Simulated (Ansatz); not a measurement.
# C2H6AlB: the cost of one run

All numbers are computed with Ansatz 0.2.0 through its Python package. Level of theory: CAM-B3LYP/def2-TZVPP.

## Step 1: Starting point

Bond lengths: Al1–B2 1.998 Å, B2–C3 1.591 Å, B2–C4 1.660 Å, C3–C4 1.499 Å, Al1–H5 1.630 Å, Al1–H6 1.660 Å, C3–H7 1.085 Å, C3–H8 1.157 Å, C4–H9 1.052 Å, C4–H10 1.167 Å. Angles (14 of 18 angles, heavy atoms first): Al1–B2–C3 151.7°, Al1–B2–C4 153.4°, C3–B2–C4 54.9°, B2–C3–C4 64.9°, B2–C4–C3 60.2°, B2–Al1–H5 122.5°, B2–Al1–H6 121.2°, B2–C3–H7 116.4°, B2–C3–H8 113.5°, C4–C3–H7 117.0°, C4–C3–H8 109.7°, B2–C4–H9 115.7°, B2–C4–H10 108.5°, C3–C4–H9 122.3°.

Input file c2h6alb.xyz:

```xyz
10

Al   -1.48590    1.19640   -1.06300
B    -0.13440    0.09150   -0.09070
C     0.72260   -1.23710    0.08700
C     1.01010   -0.15750    1.08630
H    -2.24500    0.66890   -2.40510
H    -1.90700    2.70900   -0.52500
H     0.18960   -2.11110    0.44520
H     1.60240   -1.32140   -0.65970
H     1.86670    0.45030    1.02620
H     0.46400   -0.34020    2.10190
```

## Step 2: Script

File run_tae.py:

```python
'''Atomisation energy of C2H6AlB at the given geometry.'''

from collections import Counter

import ansatz


def total_energy(molecule, charge=0, unpaired=0):
    calc = molecule.calculation().basis(gaussian='def2-TZVPP').functional('CAM-B3LYP')
    if charge:
        calc = calc.charge(charge)
    if unpaired:
        calc = calc.spin('collinear', total=unpaired)
    return calc.run(threads=1).report['free_energy_ev']

mol = ansatz.Crystal.molecule_from_extxyz('c2h6alb.xyz')

# unpaired electrons of the ground-state atoms
unpaired = {'Al': 1, 'B': 1, 'C': 2, 'H': 1}
counts = Counter(site.symbol for site in mol.cartesian_sites)
atom_energy = {s: total_energy(ansatz.Crystal.molecule().atom(s, (0, 0, 0)), 0, unpaired[s]) for s in counts}
whole = total_energy(mol, 0, 0)
for s, e in atom_energy.items():
    print(f'{s:2s} x{counts[s]}  {e:14.5f} eV')
print(f'C2H6AlB: {whole:.5f} eV')
split = sum(counts[s] * e for s, e in atom_energy.items()) - whole
print(f'atomisation energy (no zero-point term): {split:.3f} eV, {split / sum(counts.values()):.3f} eV an atom')
```

## Step 3: The input behind the calls

The package turns the script's settings into the engine's input (first run):

```yaml
crystal:
  periodic: [false, false, false]
  atoms:
    - { symbol: Al, position_ang: [0.0, 0.0, 0.0] }
basis:
  gaussian:
    orbitals: def2-TZVPP
hamiltonian:
  xc: cam_b3lyp
magnetization:
  spin_polarized: true
  initial_magnetization: 1.0
```

## Step 4: Launch

Launch:

```sh
python run_tae.py
```

Q: Estimate wall time and peak memory on 1 thread of AMD EPYC 9R45 (Zen 5), shared host.

About 3.8 s, with a peak of 0.47 GiB.
